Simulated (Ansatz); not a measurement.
Mn3Zn:

```
Zn Mn
1.0
    -1.75441    1.75441    3.82180
     1.75441   -1.75441    3.82180
     1.75441    1.75441   -3.82180
Zn Mn
1 3
Direct
  0.00000 0.00000 0.00000
  0.50000 0.50000 0.00000
  0.25000 0.75000 0.50000
  0.75000 0.25000 0.50000
```

The cell comes from a database or a generator and needn't be the stable form of this composition.

Base run:

```yaml
Program: Ansatz 0.2.0
Functional: PBE
Potentials_or_basis: Ansatz PAW
Cutoff: 420 eV
Density_cutoff: 1680 eV
k_mesh: 11 × 11 × 11
Occupations: fermi-dirac, width 0.05 eV
Spin: collinear spin, ferromagnetic start
Starting_moments: "[0.0, 4.0, 4.0, 4.0] μB"
```

Its results: band gap on the k mesh none (metal or under the smearing width); pressure 7.6 GPa; net moment 1.79 μB per cell; site moments Zn -0.01; Mn +2.00, +2.02, -2.25 μB.

The run is repeated on the same cell with these changes: functional from PBE to RPBE; occupations from fermi-dirac, width 0.05 eV to gaussian, width 0.05 eV. What comes out?

Band gap on the k mesh none (metal or under the smearing width); pressure 14.6 GPa; net moment 1.93 μB per cell; site moments Zn -0.02; Mn +2.10, +2.19, -2.39 μB.

Caveats: the potentials were made for another functional, which shifts forces and pressure (some runs); the PAW data sets come from PBE, with cores solved anew for the run's functional, which leaves a small shift of forces and pressure (some runs).

Not every run made on this cell is shown here.
